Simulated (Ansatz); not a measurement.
**C₂H₉FInP: basis-set convergence**

An exercise on one series of results from a longer session: the logs are not shown, and one member is left open.

Computed with Ansatz 0.2.0, Gaussian basis. Level: one geometry, several basis sets.

Plan: PBE0-D4/def2-SVP; ωB97M-V/def2-SVP; PBE0-D4/def2-QZVPP; ωB97M-V/def2-QZVPP; the functionals' def2-TZVPP values are taken from earlier runs.

**The geometry**

All runs share one geometry, relaxed beforehand with PBE0-D4 in a triple-zeta def2 set. In takes the def2 core potential; no spin-orbit term is included.

SMILES `[CH3][In-]([CH3])([F])[PH3+]`, 14 atoms, charge 0, spin multiplicity 1.

Atoms are counted from 1 here; the program's logs count them from 0.

Bond lengths: C1–In2 2.142 Å, C1–H6 1.091 Å, C1–H7 1.090 Å, C1–H8 1.091 Å, In2–C3 2.142 Å, In2–F4 2.018 Å, In2–P5 2.819 Å, C3–H9 1.090 Å, C3–H10 1.091 Å, C3–H11 1.091 Å, P5–H12 1.408 Å, P5–H13 1.408 Å, P5–H14 1.416 Å. Angles: In2–C1–H6 110.6°, In2–C1–H7 108.8°, In2–C1–H8 110.8°, H6–C1–H7 108.9°, H6–C1–H8 108.4°, H7–C1–H8 109.3°, C1–In2–C3 139.4°, C1–In2–F4 108.9°, C1–In2–P5 103.2°, C3–In2–F4 108.9°, C3–In2–P5 103.3°, F4–In2–P5 69.9°, In2–C3–H9 108.7°, In2–C3–H10 110.6°, In2–C3–H11 110.8°, H9–C3–H10 108.9°, H9–C3–H11 109.3°, H10–C3–H11 108.4° and more.

Geometry (Å):

```mol
C2H9FInP
  3D, bonds by distance, orders not assigned

 14 13  0  0  0  0  0  0  0  0999 V2000
   -1.8679    1.3253   -0.5466 C   0  0
   -0.0136    0.6414    0.2782 In  0  0
    0.8536    0.2070    2.1875 C   0  0
    1.4665    1.0156   -1.0420 F   0  0
    0.5490   -1.6736   -1.2290 P   0  0
   -2.1709    2.2650   -0.0827 H   0  0
   -1.7375    1.4853   -1.6170 H   0  0
   -2.6588    0.5912   -0.3851 H   0  0
    1.9157    0.0024    2.0515 H   0  0
    0.7402    1.0559    2.8632 H   0  0
    0.3744   -0.6611    2.6426 H   0  0
    1.9316   -1.9296   -1.1513 H   0  0
    0.4911   -1.3377   -2.5953 H   0  0
    0.1137   -3.0163   -1.3452 H   0  0
  1  2  8  0
  2  3  8  0
  2  4  8  0
  2  5  8  0
  1  6  8  0
  1  7  8  0
  1  8  8  0
  3  9  8  0
  3 10  8  0
  3 11  8  0
  5 12  8  0
  5 13  8  0
  5 14  8  0
M  END
```

Set-up of the first run:

Input file in.yaml:

```yaml
crystal:
  periodic: [false, false, false]
  atoms:
    - {symbol: C, position_ang: [-1.867914, 1.325253, -0.546558]}
    - {symbol: In, position_ang: [-0.013603, 0.641363, 0.278170]}
    - {symbol: C, position_ang: [0.853598, 0.207010, 2.187527]}
    - {symbol: F, position_ang: [1.466471, 1.015589, -1.042026]}
    - {symbol: P, position_ang: [0.549015, -1.673556, -1.228963]}
    - {symbol: H, position_ang: [-2.170942, 2.265014, -0.082691]}
    - {symbol: H, position_ang: [-1.737538, 1.485332, -1.616994]}
    - {symbol: H, position_ang: [-2.658807, 0.591233, -0.385077]}
    - {symbol: H, position_ang: [1.915720, 0.002406, 2.051486]}
    - {symbol: H, position_ang: [0.740189, 1.055950, 2.863212]}
    - {symbol: H, position_ang: [0.374352, -0.661142, 2.642567]}
    - {symbol: H, position_ang: [1.931587, -1.929580, -1.151334]}
    - {symbol: H, position_ang: [0.491142, -1.337666, -2.595316]}
    - {symbol: H, position_ang: [0.113730, -3.016306, -1.345204]}
basis:
  gaussian: {orbitals: def2-SVP}
hamiltonian: {xc: pbe0, dispersion: d4}
output: {orbitals: {seedname: orbitals}}
```

The run is started by

```sh
$ ansatz run in.yaml --threads 4 --pin off --events-out ev --progress --plain --max-ram 11315MiB
```

Steps of the session up to this table: PBE0-D4 in def2-SVP; ωB97M-V in def2-SVP; PBE0-D4 in def2-QZVPP; ωB97M-V in def2-QZVPP.

One table of the session follows, with a row left open; its other results are not shown here.

It belongs to the step «Density functionals: the series». 

| functional | basis | HOMO (eV) | LUMO (eV) |
| --- | --- | --- | --- |
| PBE0-D4 | def2-SVP | -7.19 | 0.25 |
| PBE0-D4 | def2-TZVPP | ? | ? |
| PBE0-D4 | def2-QZVPP | -7.33 | -0.29 |
| ωB97M-V | def2-SVP | -9.37 | 1.73 |
| ωB97M-V | def2-TZVPP | -9.50 | 1.14 |
| ωB97M-V | def2-QZVPP | -9.51 | 0.82 |

**Question.** Estimate the row for PBE0-D4, def2-TZVPP.

**Answer.** HOMO (eV): -7.31; LUMO (eV): -0.07. In the column «HOMO (eV)» it lies between PBE0-D4, def2-QZVPP (-7.33) and PBE0-D4, def2-SVP (-7.19).
